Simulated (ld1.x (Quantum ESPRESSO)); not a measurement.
# Mo, ultrasoft: a sweep of the radius of the model core

One potential is built and tested. Then the radius of the model core is changed, to learn what it costs or gains.

The numbers are computed with ld1.x (Quantum ESPRESSO) 7.5 (PBE, fully relativistic, spin-unpolarised reference atom).

2 further runs of the same task are left out: 2 that didn't finish.

## Step 1: The atom and the settings

The settings as typed:

* element: molybdenum (Mo, Z = 42)
* type: ultrasoft
* frozen core: [Ar] 3d10
* valence charge: 14
* reference configuration: 4s2 4p6 4d3 5s0 5p0 (charge +3)
* partial waves: 4s (bound): rcut 2.05, rcutus 2.20 bohr; 5s (bound, empty): rcut 2.05, rcutus 2.20 bohr; 4p (bound): rcut 1.60, rcutus 1.85 bohr; 5p (bound, empty): rcut 1.60, rcutus 1.85 bohr; 4d (bound): rcut 1.05, rcutus 1.35 bohr; 4d channel at 2.15 Ry: rcut 1.05, rcutus 1.35 bohr
* local potential: all-electron potential smoothed inside 1.90 bohr (lloc = -2)
* core correction: a·sin(br)/r model core inside 1.35 bohr
* augmentation charge: PSQ, inside the norm-conserving radii

The outer shells as boxes (Hund's rule for the drawing; the calculation is spin-unpolarised):

```
[Ar] core
3d [↑↓][↑↓][↑↓][↑↓][↑↓]
4s [↑↓]
4p [↑↓][↑↓][↑↓]
4d [↑ ][↑ ][↑ ][  ][  ]
5s [  ]
5p [  ][  ][  ]
```

The nodes and maxima of the atom's own shells, from an earlier all-electron run, set the scale for the radii.

All-electron outer shells of the reference configuration (PBE, scalar-relativistic, ld1.x):

```tsv
shell	level (eV)	outermost node (bohr)	outermost maximum (bohr)
3d	-253.80	–	0.32
4s	-96.30	0.51	0.99
4p	-70.02	0.52	1.06
4d	-32.91	0.53	1.32
5s	-26.70	1.30	2.46
5p	-20.67	1.46	2.86
4f	-10.02	–	3.53
```

## Step 2: The first potential

The input, Mo.in:

```
 &input
   title='Mo', zed=42., rel=2, dft='PBE', iswitch=3,
   config='[Kr] 4d3 5s0 5p0', rel_dist='average',
   nld=5, rlderiv=2.40, eminld=-9.0, emaxld=5.0, deld=0.04
 /
 &inputp
   pseudotype=3, tm=.true., lloc=-2, rcloc=1.90,
   nlcc=.true., rcore=1.35,
   which_augfun='PSQ', rmatch_augfun_nc=.true.,
   file_pseudopw='Mo.UPF', file_wfcaegen='ae.wfc', file_wfcncgen='nc.wfc', file_beta='beta', file_chi='chi', file_wfcusgen='us.wfc'
 /
6
4S  1  0   2.00   0.00  2.05  2.20  0.0
5S  2  0   0.00   0.00  2.05  2.20  0.0
4P  2  1   6.00   0.00  1.60  1.85  0.0
5P  3  1   0.00   0.00  1.60  1.85  0.0
4D  3  2   3.00   0.00  1.05  1.35  0.0
4D  3  2   0.00   2.15  1.05  1.35  0.0
 &test
   configts(1)='4s2 4p6 4d3 5s0 5p0'
 /
```

Command:

```bash
$ ld1.x < Mo.in > Mo.out
```

The output, Mo.out (without the banner and most projector matrices):

```text
     Program LD1 v.7.5
     --------------------------- All-electron run ----------------------------

     Mo
     dirac relativistic calculation

     atomic number is 42.00
     dft =PBE   lsd =0 sic =0 latt =0  beta=0.20 tr2=1.0E-14
     Exchange-correlation= PBE
                           (   1   4   3   4   0   0   0)
     mesh =1229 r(mesh) = 100.71859 a.u. xmin = -7.00 dx = 0.01250
     1 Ry =  13.60569312 eV, c = 137.03599908

     n l j   nl                  e(Ry)          e(Ha)          e(eV)
     Spin orbit split results
     1 0 0.5 1S 1( 2.00)     -1458.6486      -729.3243    -19845.9247
     2 0 0.5 2S 1( 2.00)      -208.0520      -104.0260     -2830.6921
     2 1 0.5 2P 1( 2.00)      -191.5840       -95.7920     -2606.6334
     2 1 1.5 2P 1( 4.00)      -183.7521       -91.8761     -2500.0753
     3 0 0.5 3S 1( 2.00)       -37.4126       -18.7063      -509.0242
     3 1 0.5 3P 1( 2.00)       -31.1476       -15.5738      -423.7843
     3 1 1.5 3P 1( 4.00)       -29.8576       -14.9288      -406.2336
     4 0 0.5 4S 1( 2.00)        -7.0751        -3.5376       -96.2619
     4 1 0.5 4P 1( 2.00)        -5.2744        -2.6372       -71.7624
     4 1 1.5 4P 1( 4.00)        -5.0846        -2.5423       -69.1794
     3 2 1.5 3D 1( 4.00)       -18.7878        -9.3939      -255.6211
     3 2 2.5 3D 1( 6.00)       -18.5435        -9.2718      -252.2972
     4 2 1.5 4D 1( 1.20)        -2.4308        -1.2154       -33.0730
     4 2 2.5 4D 1( 1.80)        -2.4097        -1.2049       -32.7859
     5 0 0.5 5S 1( 0.00)        -1.9620        -0.9810       -26.6939
     5 1 0.5 5P 1( 0.00)        -1.5390        -0.7695       -20.9388
     5 1 1.5 5P 1( 0.00)        -1.5097        -0.7548       -20.5401
     Averaged results
     1 0     1S 1( 2.00)     -1458.6486      -729.3243    -19845.9247
     2 0     2S 1( 2.00)      -208.0520      -104.0260     -2830.6921
     2 1     2P 1( 6.00)      -186.3628       -93.1814     -2535.5946
     3 0     3S 1( 2.00)       -37.4126       -18.7063      -509.0242
     3 1     3P 1( 6.00)       -30.2876       -15.1438      -412.0838
     4 0     4S 1( 2.00)        -7.0751        -3.5376       -96.2619
     4 1     4P 1( 6.00)        -5.1479        -2.5739       -70.0404
     3 2     3D 1(10.00)       -18.6412        -9.3206      -253.6267
     4 2     4D 1( 3.00)        -2.4182        -1.2091       -32.9007
     5 0     5S 1( 0.00)        -1.9620        -0.9810       -26.6939
     5 1     5P 1( 0.00)        -1.5194        -0.7597       -20.6730

     final scf error:  7.1E-15 reached in  24 iterations

     Etot =   -8094.801692 Ry,   -4047.400846 Ha, -110135.387711 eV

     Ekin =    8394.065121 Ry,    4197.032560 Ha,  114207.074085 eV
     Encl =  -19465.771667 Ry,   -9732.885834 Ha, -264845.315705 eV
     Eh   =    3222.414495 Ry,    1611.207248 Ha,   43843.182739 eV
     Exc  =    -245.509641 Ry,    -122.754820 Ha,   -3340.328831 eV

     normalization and overlap integrals

     s(1S/1S) =  1.000000  <r> =   0.0352  <r2> =    0.0017  r(max) =   0.0229
     s(2S/2S) =  1.000000  <r> =   0.1534  <r2> =    0.0278  r(max) =   0.1303
     s(2P/2P) =  1.000000  <r> =   0.1308  <r2> =    0.0210  r(max) =   0.1015
     s(2P/2P) =  1.000000  <r> =   0.1353  <r2> =    0.0224  r(max) =   0.1054
     s(3S/3S) =  1.000000  <r> =   0.4286  <r2> =    0.2106  r(max) =   0.3819
     s(3P/3P) =  1.000000  <r> =   0.4233  <r2> =    0.2087  r(max) =   0.3724
     s(3P/3P) =  1.000000  <r> =   0.4338  <r2> =    0.2190  r(max) =   0.3819
     s(4S/4S) =  1.000000  <r> =   1.0968  <r2> =    1.3610  r(max) =   0.9874
     s(4P/4P) =  1.000000  <r> =   1.1928  <r2> =    1.6243  r(max) =   1.0511
     s(4P/4P) =  1.000000  <r> =   1.2206  <r2> =    1.7008  r(max) =   1.0777
     s(3D/3D) =  1.000000  <r> =   0.4131  <r2> =    0.2053  r(max) =   0.3206
     s(3D/3D) =  1.000000  <r> =   0.4166  <r2> =    0.2086  r(max) =   0.3246
     s(4D/4D) =  1.000000  <r> =   1.6017  <r2> =    3.0134  r(max) =   1.3000
     s(4D/4D) =  1.000000  <r> =   1.6137  <r2> =    3.0580  r(max) =   1.3163
     s(5S/5S) =  1.000000  <r> =   2.7042  <r2> =    8.1728  r(max) =   2.4901
     s(5P/5P) =  1.000000  <r> =   3.0921  <r2> =   10.6996  r(max) =   2.8217
     s(5P/5P) =  1.000000  <r> =   3.1455  <r2> =   11.0679  r(max) =   2.8931

     ------------------------ End of All-electron run ------------------------

     --------------------- Generating US pseudopotential ---------------------

      Generating local potential from pseudized AE potential:
      Matching radius rcloc =   1.9000
      Enforcing V''(0)=0 (lloc=-2)

      Local pseudo, rcloc= 1.891 Estimated cut-off energy=     8.70 Ry

      Computing core charge for nlcc:

       r > 1.37 : true rho core
       r < 1.37 : rho core = a sin(br)/r    a=   0.15  b=   2.11

      Integrated core pseudo-charge :   0.11

     Fully relativistic calculation: |psi|^2

     Wfc 4S LC norm =  0.99970600 SC norm =  0.00029393 missing  0.00000007

     Wfc 5S LC norm =  0.99993822 SC norm =  0.00005751 missing  0.00000427

     Wfc 4P LC norm =  0.99975019 SC norm =  0.00024971 missing  0.00000010

     Wfc 4P LC norm =  0.99975969 SC norm =  0.00023997 missing  0.00000034

     Wfc 5P LC norm =  0.99995090 SC norm =  0.00004842 missing  0.00000068

     Wfc 5P LC norm =  0.99995214 SC norm =  0.00004084 missing  0.00000702

     Wfc 4D LC norm =  0.99985642 SC norm =  0.00014345 missing  0.00000012

     Wfc 4D LC norm =  0.99985832 SC norm =  0.00013865 missing  0.00000303
      Wfc-us  4S rcutus= 2.198  Estimated cut-off energy=    12.06 Ry
      Wfc-us  5S rcutus= 2.198  Estimated cut-off energy=    24.91 Ry
      Wfc-us  4P rcutus= 1.845  Estimated cut-off energy=    25.01 Ry
      Wfc-us  4P rcutus= 1.845  Estimated cut-off energy=    24.90 Ry
      Wfc-us  5P rcutus= 1.845  Estimated cut-off energy=    46.60 Ry
      Wfc-us  5P rcutus= 1.845  Estimated cut-off energy=    46.13 Ry
      Wfc-us  4D rcutus= 1.367  Estimated cut-off energy=    59.70 Ry
      Wfc-us  4D rcutus= 1.367  Estimated cut-off energy=    59.64 Ry
      Wfc-us  4D rcutus= 1.367  Estimated cut-off energy=    74.97 Ry
      Wfc-us  4D rcutus= 1.367  Estimated cut-off energy=    74.47 Ry

     Q pseudized with Bessel functions
     Expected ecutrho=     376.6611 due to l1=  1   l2=  2

     ------------------- End of pseudopotential generation -------------------

     [... the all-electron block is printed once more ...]


     Computing logarithmic derivative in   2.41355
     Computing logarithmic derivative in   2.41355
     Computing the partial wave expansion
     R is outside the sphere for l=    0 j= 0.50
     R is outside the sphere for l=    0 j= 0.50
     R is outside the sphere for l=    1 j= 0.50
     R is outside the sphere for l=    1 j= 0.50
     R is outside the sphere for l=    1 j= 1.50
     R is outside the sphere for l=    1 j= 1.50
     R is outside the sphere for l=    2 j= 1.50
     R is outside the sphere for l=    2 j= 1.50
     R is outside the sphere for l=    2 j= 2.50
     R is outside the sphere for l=    2 j= 2.50

     ---------------------- Testing the pseudopotential ----------------------

     Mo
     dirac relativistic calculation

     atomic number is 42.00   valence charge is 14.00
     dft =PBE   lsd =0 sic =0 latt =0  beta=0.20 tr2=1.0E-14
     mesh =1229 r(mesh) = 100.71859 xmin = -7.00 dx = 0.01250

     n l  j  nl             e AE (Ry)       e PS (Ry)    De AE-PS (Ry)
     1 0 0.5 4S   1( 2.00)       -7.07512       -7.07512       -0.00000
     2 1 0.5 4P   1( 2.00)       -5.27444       -5.27444       -0.00000
     2 1 1.5 4P   1( 4.00)       -5.08459       -5.08459        0.00000
     3 2 1.5 4D   1( 1.20)       -2.43082       -2.43082       -0.00000
     3 2 2.5 4D   1( 1.80)       -2.40972       -2.40973        0.00001
     2 0 0.5 5S   1( 0.00)       -1.96196       -1.96197        0.00000
     3 1 0.5 5P   1( 0.00)       -1.53897       -1.53896       -0.00001
     3 1 1.5 5P   1( 0.00)       -1.50967       -1.50967       -0.00000

     eps = 8.7E-18  iter =  4

     Etot =   -8094.801692 Ry,   -4047.400846 Ha, -110135.387711 eV
     Etotps =  -133.652972 Ry,     -66.826486 Ha,   -1818.441320 eV

     Ekin =      40.799321 Ry,      20.399661 Ha,     555.103046 eV
     Encl =    -225.570224 Ry,    -112.785112 Ha,   -3069.039248 eV
     Ehrt =      85.239204 Ry,      42.619602 Ha,    1159.738448 eV
     Ecxc =     -13.636336 Ry,      -6.818168 Ha,    -185.531807 eV
     (Ecc =      -0.049513 Ry,      -0.024756 Ha,      -0.673657 eV)
     Epseu=     -20.484936 Ry,     -10.242468 Ha,    -278.711759 eV

     ---------------------- End of pseudopotential test ----------------------
```

Wall time 4.4 s (1 thread, shared host). This counts the later configuration tests of the new file too.

## Step 3: Configuration tests

The input, Mo.test.in:

```
 &input
   title='Mo', zed=42., rel=2, dft='PBE', iswitch=2,
   config='[Kr] 4d3 5s0 5p0', rel_dist='average'
 /
 &test
   file_pseudo='Mo.UPF', nconf=8,
   configts(1)='4s2 4p6 4d3 5s0 5p0',
   configts(2)='4s2 4p6 4d5 5s1 5p0',
   configts(3)='4s2 4p6 4d5 5s0 5p0',
   configts(4)='4s2 4p6 4d4 5s0 5p0',
   configts(5)='4s2 4p6 4d4 5s2 5p0',
   configts(6)='4s2 4p6 4d5.5 5s0.5 5p0',
   configts(7)='4s2 4p6 4d6 5s0 5p0',
   configts(8)='4s1 4p6 4d5 5s1 5p0'
 /
```

Command:

```bash
$ ld1.x < Mo.test.in > Mo.test.out
```

Mo.test.out, the pseudopotential blocks, each with the warnings that came before it:

```text
     ---------------------- Testing the pseudopotential ----------------------

     Mo
     dirac relativistic calculation

     atomic number is 42.00   valence charge is 14.00
     dft =PBE   lsd =0 sic =0 latt =0  beta=0.20 tr2=1.0E-14
     mesh =1229 r(mesh) = 100.71859 xmin = -7.00 dx = 0.01250

     n l  j  nl             e AE (Ry)       e PS (Ry)    De AE-PS (Ry)
     1 0 0.5 4S   1( 2.00)       -7.07512       -7.07512       -0.00000
     2 1 0.5 4P   1( 2.00)       -5.27444       -5.27444       -0.00000
     2 1 1.5 4P   1( 4.00)       -5.08459       -5.08459        0.00000
     3 2 1.5 4D   1( 1.20)       -2.43082       -2.43082       -0.00000
     3 2 2.5 4D   1( 1.80)       -2.40972       -2.40973        0.00001
     2 0 0.5 5S   1( 0.00)       -1.96196       -1.96197        0.00000
     3 1 0.5 5P   1( 0.00)       -1.53897       -1.53896       -0.00001
     3 1 1.5 5P   1( 0.00)       -1.50967       -1.50967       -0.00000

     eps = 8.8E-18  iter =  4

     Etot =   -8094.801692 Ry,   -4047.400846 Ha, -110135.387711 eV
     Etotps =  -133.652972 Ry,     -66.826486 Ha,   -1818.441320 eV

     Ekin =      40.799321 Ry,      20.399661 Ha,     555.103046 eV
     Encl =    -225.570224 Ry,    -112.785112 Ha,   -3069.039248 eV
     Ehrt =      85.239204 Ry,      42.619602 Ha,    1159.738448 eV
     Ecxc =     -13.636336 Ry,      -6.818168 Ha,    -185.531807 eV
     (Ecc =      -0.049513 Ry,      -0.024756 Ha,      -0.673657 eV)
     Epseu=     -20.484936 Ry,     -10.242468 Ha,    -278.711759 eV

     ---------------------- End of pseudopotential test ----------------------

     BEWARE! Errors in PS-KS equations
     Warning: n=1, l=0 expected 0 nodes, found 1
     Warning: n=2, l=0 expected 1 nodes, found 2
     Warning: n=2, l=1 expected 0 nodes, found 1
     ---------------------- Testing the pseudopotential ----------------------

     Mo
     dirac relativistic calculation

     atomic number is 42.00   valence charge is 14.00
     dft =PBE   lsd =0 sic =0 latt =0  beta=0.20 tr2=1.0E-14
     mesh =1229 r(mesh) = 100.71859 xmin = -7.00 dx = 0.01250

     n l  j  nl             e AE (Ry)       e PS (Ry)    De AE-PS (Ry)
     1 0 0.5 4S   1( 2.00)       -4.72706       -5.01742        0.29036  !
     2 1 0.5 4P   1( 2.00)       -2.95221       -0.09460       -2.85762  !
     2 1 1.5 4P   1( 4.00)       -2.76979       -0.07871       -2.69107  !
     3 2 1.5 4D   1( 2.00)       -0.28496       -0.00000       -0.28496  !
     3 2 2.5 4D   1( 3.00)       -0.26997       -0.00000       -0.26997  !
     2 0 0.5 5S   1( 1.00)       -0.30033       -0.00000       -0.30033  !
     3 1 0.5 5P   1( 0.00)       -0.08140       -0.08140        0.00000
     3 1 1.5 5P   1( 0.00)       -0.07460       -0.07460        0.00000

     eps = 4.2E-19  iter = 64

     Etot =   -8098.409932 Ry,   -4049.204966 Ha, -110184.480323 eV
     Etotps =   -10.588396 Ry,      -5.294198 Ha,    -144.062460 eV
     dEtot_ae =      -3.608240 Ry
     dEtot_ps =     123.064576 Ry,   Delta E=    -126.672817 Ry

     Ekin =     -10.538883 Ry,      -5.269441 Ha,    -143.388803 eV
     Encl =       0.000000 Ry,       0.000000 Ha,       0.000000 eV
     Ehrt =       0.000000 Ry,       0.000000 Ha,       0.000000 eV
     Ecxc =      -0.049513 Ry,      -0.024756 Ha,      -0.673657 eV
     (Ecc =      -0.049513 Ry,      -0.024756 Ha,      -0.673657 eV)

     ---------------------- End of pseudopotential test ----------------------

     ---------------------- Testing the pseudopotential ----------------------

     Mo
     dirac relativistic calculation

     atomic number is 42.00   valence charge is 14.00
     dft =PBE   lsd =0 sic =0 latt =0  beta=0.20 tr2=1.0E-14
     mesh =1229 r(mesh) = 100.71859 xmin = -7.00 dx = 0.01250

     n l  j  nl             e AE (Ry)       e PS (Ry)    De AE-PS (Ry)
     1 0 0.5 4S   1( 2.00)       -5.22436       -5.22251       -0.00185
     2 1 0.5 4P   1( 2.00)       -3.45177       -3.45276        0.00099
     2 1 1.5 4P   1( 4.00)       -3.26994       -3.27079        0.00085
     3 2 1.5 4D   1( 2.00)       -0.77494       -0.77517        0.00023
     3 2 2.5 4D   1( 3.00)       -0.75912       -0.75934        0.00021
     2 0 0.5 5S   1( 0.00)       -0.72230       -0.71722       -0.00509  !
     3 1 0.5 5P   1( 0.00)       -0.44298       -0.44296       -0.00003
     3 1 1.5 5P   1( 0.00)       -0.43016       -0.43013       -0.00003

     eps = 4.6E-15  iter = 22

     Etot =   -8097.903455 Ry,   -4048.951727 Ha, -110177.589348 eV
     Etotps =  -136.755476 Ry,     -68.377738 Ha,   -1860.653046 eV
     dEtot_ae =      -3.101763 Ry
     dEtot_ps =      -3.102505 Ry,   Delta E=       0.000742 Ry

     Ekin =      43.774919 Ry,      21.887459 Ha,     595.588109 eV
     Encl =    -251.717293 Ry,    -125.858647 Ha,   -3424.788249 eV
     Ehrt =     106.857648 Ry,      53.428824 Ha,    1453.872361 eV
     Ecxc =     -15.221335 Ry,      -7.610667 Ha,    -207.096811 eV
     (Ecc =      -0.049513 Ry,      -0.024756 Ha,      -0.673657 eV)
     Epseu=     -20.449414 Ry,     -10.224707 Ha,    -278.228456 eV

     ---------------------- End of pseudopotential test ----------------------

     ---------------------- Testing the pseudopotential ----------------------

     Mo
     dirac relativistic calculation

     atomic number is 42.00   valence charge is 14.00
     dft =PBE   lsd =0 sic =0 latt =0  beta=0.20 tr2=1.0E-14
     mesh =1229 r(mesh) = 100.71859 xmin = -7.00 dx = 0.01250

     n l  j  nl             e AE (Ry)       e PS (Ry)    De AE-PS (Ry)
     1 0 0.5 4S   1( 2.00)       -6.07965       -6.07827       -0.00138
     2 1 0.5 4P   1( 2.00)       -4.29607       -4.29699        0.00092
     2 1 1.5 4P   1( 4.00)       -4.11110       -4.11196        0.00085
     3 2 1.5 4D   1( 1.60)       -1.54162       -1.54212        0.00050
     3 2 2.5 4D   1( 2.40)       -1.52321       -1.52370        0.00049
     2 0 0.5 5S   1( 0.00)       -1.30097       -1.29588       -0.00508  !
     3 1 0.5 5P   1( 0.00)       -0.94682       -0.94698        0.00016
     3 1 1.5 5P   1( 0.00)       -0.92591       -0.92605        0.00014

     eps = 1.5E-16  iter = 18

     Etot =   -8096.767126 Ry,   -4048.383563 Ha, -110162.128809 eV
     Etotps =  -135.618758 Ry,     -67.809379 Ha,   -1845.187209 eV
     dEtot_ae =      -1.965435 Ry
     dEtot_ps =      -1.965787 Ry,   Delta E=       0.000352 Ry

     Ekin =      42.570212 Ry,      21.285106 Ha,     579.197236 eV
     Encl =    -239.640259 Ry,    -119.820130 Ha,   -3260.471825 eV
     Ehrt =      96.441975 Ry,      48.220987 Ha,    1312.159911 eV
     Ecxc =     -14.511825 Ry,      -7.255912 Ha,    -197.443433 eV
     (Ecc =      -0.049513 Ry,      -0.024756 Ha,      -0.673657 eV)
     Epseu=     -20.478861 Ry,     -10.239431 Ha,    -278.629099 eV

     ---------------------- End of pseudopotential test ----------------------
```

5 tests gave no usable energy difference (4s2 4p6 4d5 5s1 5p0; 4s2 4p6 4d4 5s2 5p0; 4s2 4p6 4d5.5 5s0.5 5p0; 4s2 4p6 4d6 5s0 5p0; others); the test run stopped with "negative rho".

Energies count from the reference configuration 4s2 4p6 4d3 5s0 5p0; the error is all-electron less pseudo.

```csv
valence configuration,charge,ΔE all-electron (eV),error AE − PS (meV)
4s2 4p6 4d5 5s0 5p0,+1,-42.202,+10
4s2 4p6 4d4 5s0 5p0,+2,-26.741,+4.8
```

## Step 4: Scattering by logarithmic derivatives

Taken from the files of the generation run. The phase is arctan(r·u′/u) with u = r·R, unwrapped, with energies in Ry. A pole is an energy at which the radial function vanishes at the test radius. The pseudo phase is shifted by a multiple of π to meet the all-electron one at the reference energy. Levels narrower than the energy grid can be missing from the poles. The last column is the largest difference on the grid between −1 and +1 Ry.

```tsv
channel	radius (bohr)	reference (Ry)	poles AE	poles PS	window around the reference with phases within 0.05 rad (Ry)	largest difference near zero (rad)
s	2.41	-1.96	-7.00, 1.64	-7.00, 1.81	below 4.5	0.007
p1/2	2.41	-1.54	-5.13, 2.91	-5.13, 2.80	the whole range	0.003
p3/2	2.41	-1.51	-4.92, 3.13	-4.92, 3.00	the whole range	0.003
d3/2	2.41	-2.43	-1.86	-1.86	the whole range	0.000
d5/2	2.41	-2.41	-1.83	-1.83	the whole range	0.000
```

Phases (rad) along the scan:

```tsv
E (Ry)	s AE	s PS	d3/2 AE	d3/2 PS
-9.00	1.391	1.391	1.413	1.413
-8.52	1.379	1.379	1.407	1.407
-8.04	1.361	1.361	1.400	1.400
-7.56	1.317	1.317	1.392	1.392
-7.08	-1.346	-1.346	1.383	1.383
-6.60	-1.730	-1.729	1.373	1.373
-6.12	-1.768	-1.768	1.360	1.360
-5.64	-1.794	-1.794	1.345	1.345
-5.16	-1.821	-1.820	1.324	1.324
-4.68	-1.852	-1.851	1.297	1.297
-4.20	-1.892	-1.891	1.255	1.255
-3.72	-1.949	-1.948	1.183	1.183
-3.24	-2.038	-2.037	1.009	1.009
-2.76	-2.195	-2.194	0.121	0.121
-2.28	-2.525	-2.524	-1.325	-1.325
-1.80	-3.236	-3.236	-1.591	-1.591
-1.32	-3.967	-3.964	-1.700	-1.700
-0.84	-4.311	-4.308	-1.780	-1.780
-0.36	-4.475	-4.470	-1.864	-1.864
0.12	-4.567	-4.562	-1.980	-1.980
0.60	-4.628	-4.622	-2.183	-2.183
1.08	-4.672	-4.664	-2.639	-2.639
1.56	-4.707	-4.698	-3.511	-3.511
2.04	-4.737	-4.725	-4.109	-4.109
2.52	-4.764	-4.750	-4.361	-4.361
3.00	-4.791	-4.772	-4.487	-4.487
3.48	-4.819	-4.794	-4.562	-4.562
3.96	-4.850	-4.817	-4.613	-4.613
4.44	-4.888	-4.841	-4.651	-4.651
4.92	-4.938	-4.870	-4.682	-4.682
```

## Step 5: Plane-wave convergence, by spherical Bessel functions

A separate test, outside the generator: the pseudo-atom's Hamiltonian at the reference potential is diagonalised in spherical Bessel functions j_l(qr) that vanish at 20 bohr, with q² up to the cutoff.

Even at 400 Ry an occupied level stays 6 mRy from its reference, so no cutoffs are read; the levels have long settled, so the basis size isn't the cause: the level found isn't the valence state, or the test fails for this file. The ghost test is not conclusive.

(Part 1 of 2 ends here.)
